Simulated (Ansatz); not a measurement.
# SnSiH4OF (SMILES [F][SnH][O][SiH3]): UHF/def2-SVP (core potential)

Aim: the vertical ionisation energy of SnSiH4OF at UHF/def2-SVP (core potential), from 2 runs. 

The calculation is run with Ansatz 0.2.0.

106 further runs of the same task are left out: 3 that didn't finish, 103 set aside as unsound or not needed. Runs told in other sessions of the task aren't counted.

## (1) The system as given

SnSiH4OF has 8 atoms, charge 0, and is taken as a doublet. SMILES: `[F][SnH][O][SiH3]`. The coordinates come from a PBE0-D4/def2-TZVP relaxation. This is one conformer, not always the lowest.

Bond lengths: F1–Sn2 1.929 Å, Sn2–O3 1.951 Å, O3–Si4 1.640 Å, Sn2–H5 1.742 Å, Si4–H6 1.486 Å, Si4–H7 1.486 Å, Si4–H8 1.489 Å. Angles: F1–Sn2–O3 102.1°, Sn2–O3–Si4 137.7°, F1–Sn2–H5 106.1°, O3–Sn2–H5 105.6°, O3–Si4–H6 108.6°, O3–Si4–H7 110.5°, O3–Si4–H8 111.0°, H6–Si4–H7 109.2°, H6–Si4–H8 108.8°, H7–Si4–H8 108.7°.

## (2) The energy at UHF/def2-SVP (core potential)

in.yaml reads:

```yaml
crystal:
  periodic: [false, false, false]
  atoms:
    - {symbol: F, position_ang: [-1.607300, 1.731700, 1.020300]}
    - {symbol: Sn, position_ang: [-0.420700, 1.874500, -0.493500]}
    - {symbol: O, position_ang: [0.210000, 0.039300, -0.694400]}
    - {symbol: Si, position_ang: [0.713800, -1.182700, 0.276900]}
    - {symbol: H, position_ang: [-1.435700, 2.176300, -1.877100]}
    - {symbol: H, position_ang: [1.729100, -1.982100, -0.456700]}
    - {symbol: H, position_ang: [-0.427200, -2.061300, 0.643600]}
    - {symbol: H, position_ang: [1.330300, -0.652900, 1.525000]}
basis:
  gaussian:
    orbitals: def2-SVP
magnetization:
  spin_polarized: true
  initial_magnetization: 1
hamiltonian:
  xc: hf
accuracy: high
output:
  orbitals: {seedname: orbitals}
```

Started as:

```bash
$ ansatz run in.yaml --threads 1 --pin off --max-ram 3480MiB --events-out events.jsonl --progress --plain --runs-dir runs
```

Standard output:

```text
Warning: RAYON_NUM_THREADS=1 ignored (pool sized by the plan → 1); use --threads N
Functional definition: HF
  name "HF"
  exchange = exact_x
  correlation = 0
2096 factors; integrals over basis functions are off by at most 8.4e-9 eV
mean field evaluation 1: about -18464.3376 eV, gradient 3.2e1 eV
mean field evaluation 2: about -18464.4659 eV, gradient 3.2e1 eV
mean field evaluation 4: about -18468.9472 eV, gradient 2.5e0 eV
mean field evaluation 8: about -18469.0504 eV, gradient 1.6e-1 eV
mean field evaluation 16: about -18469.0513 eV, gradient 3.1e-6 eV
mean field -18469.05133646 eV, -678.7251178422 hartree, gradient 2.7e-8 eV, S^2 0.762986; 0 other end points of the search recorded, 0 dependent functions left out
reference -18469.05133646 eV, -678.7251178422 hartree; 29, 28 occupied and 63, 64 virtual orbitals, 2096 factors
Total energy: -18469.05133646 eV, -678.7251178422 hartree
```

Run time: 5.1 s. Hardware: 1 thread of Arm Neoverse V1, shared host; peak memory 0.39 GiB.

## (3) The singlet cation, same level

input.yaml reads:

```yaml
crystal:
  periodic: [false, false, false]
  atoms:
    - {symbol: F, position_ang: [-1.607300, 1.731700, 1.020300]}
    - {symbol: Sn, position_ang: [-0.420700, 1.874500, -0.493500]}
    - {symbol: O, position_ang: [0.210000, 0.039300, -0.694400]}
    - {symbol: Si, position_ang: [0.713800, -1.182700, 0.276900]}
    - {symbol: H, position_ang: [-1.435700, 2.176300, -1.877100]}
    - {symbol: H, position_ang: [1.729100, -1.982100, -0.456700]}
    - {symbol: H, position_ang: [-0.427200, -2.061300, 0.643600]}
    - {symbol: H, position_ang: [1.330300, -0.652900, 1.525000]}
basis:
  gaussian: {orbitals: def2-SVP}
total_charge: 1
hamiltonian: {xc: hf}
accuracy: high
output: {orbitals: {seedname: orbitals}}
```

Started as:

```bash
$ ansatz run input.yaml --threads 1 --pin off --max-ram 3480MiB --events-out events.jsonl --progress --plain --runs-dir runs
```

Standard output:

```text
Warning: RAYON_NUM_THREADS=1 ignored (pool sized by the plan → 1); use --threads N
Functional definition: HF
  name "HF"
  exchange = exact_x
  correlation = 0
2092 factors; integrals over basis functions are off by at most 8.4e-9 eV
mean field evaluation 1: about -18449.1605 eV, gradient 7.1e1 eV
mean field evaluation 2: about -18449.2773 eV, gradient 7.1e1 eV
mean field evaluation 4: about -18459.4256 eV, gradient 6.4e0 eV
mean field evaluation 8: about -18459.5988 eV, gradient 7.5e-1 eV
mean field evaluation 16: about -18459.6031 eV, gradient 3.4e-6 eV
mean field -18459.60307623 eV, -678.3779006831 hartree, gradient 4.6e-8 eV, S^2 0.000000; 0 other end points of the search recorded, 0 dependent functions left out
reference -18459.60307623 eV, -678.3779006831 hartree; 28, 28 occupied and 64, 64 virtual orbitals, 2092 factors
Total energy: -18459.60307623 eV, -678.3779006831 hartree
```

It took 3.6 s on 1 thread of Arm Neoverse V1, shared host; peak memory 0.28 GiB.

## (4) Results

At UHF/def2-SVP (core potential):

| quantity | value |
| --- | --- |
| doublet SnSiH4OF: total energy | -678.72512 Eh |
| doublet SnSiH4OF: HOMO energy (highest over α and β) | -10.17 eV |
| doublet SnSiH4OF: LUMO energy (lowest over α and β) | -0.51 eV |
| doublet SnSiH4OF: ⟨S²⟩ | 0.763 |
| singlet cation: total energy | -678.37790 Eh |
| singlet cation: HOMO energy | -16.34 eV |
| singlet cation: LUMO energy | -8.67 eV |
| singlet cation: HOMO–LUMO gap | 7.67 eV |
| vertical ionisation energy (to the singlet cation) | 9.448 eV |

In words: Removing an electron at fixed nuclei costs 9.45 eV (912 kJ/mol). Only the singlet of the ionised species was computed; a triplet could lie lower.
